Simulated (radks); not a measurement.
**Ionisation of V: one atom, several choices of relativity**

One table from this session's results is given with a row withheld; the runs are named, their logs left out.

The numbers are computed with radks (a radial shooting solver on a logarithmic mesh, Libxc functionals) version 1 (Kohn-Sham, PBE, spin-unpolarised, spherical densities), except any that are marked as measured or tabulated.

## The atom as given

* element: vanadium (Z = 23)
* charge: 0
* electrons: 23
* configuration: [Ar] 3d3 4s2
* ion: V⁺, [Ar] 3d4
* choices: non-relativistic; scalar-relativistic; Dirac, 2j+1 shares; Dirac, low j first; scalar-relativistic, finite nucleus; Dirac, 2j+1 shares, finite nucleus; Dirac, c × 2; Dirac, c × 1.25; Dirac, c × 10

Set-up of the first run:

Input:

```text
Z 23
configuration [Ar] 3d3 4s2
relativity non-relativistic
functional pbe,pbe
spin unpolarised
nucleus point
```

Steps of the session up to this table: non-relativistic: V.

One table of the session follows, with a row left open; its other results are not shown here.

It belongs to the step «non-relativistic: V». Sizes of the orbitals, from the radial functions (bohr):

```
level      <r>  outermost maximum (interpolated)  90 % within  nodes
   1s  0.06705                            0.0441        0.119      0
   2s   0.3110                             0.258        0.482      1
   2p        ?                                 ?            ?      ?
   3s   0.9560                             0.826         1.43      2
   3p    1.019                             0.847         1.57      1
   3d    1.436                             0.889         2.55      0
   4s    3.378                              2.79         5.12      3
```

**Question.** Estimate the row for 2p.

As computed: <r>: 0.2751; outermost maximum (interpolated): 0.209; 90 % within: 0.452; nodes: 0. In the column «<r>» it lies between 1s (0.06705) and 2s (0.3110).

To keep in mind: Spin polarisation and multiplet splitting of open shells are left out at every level.
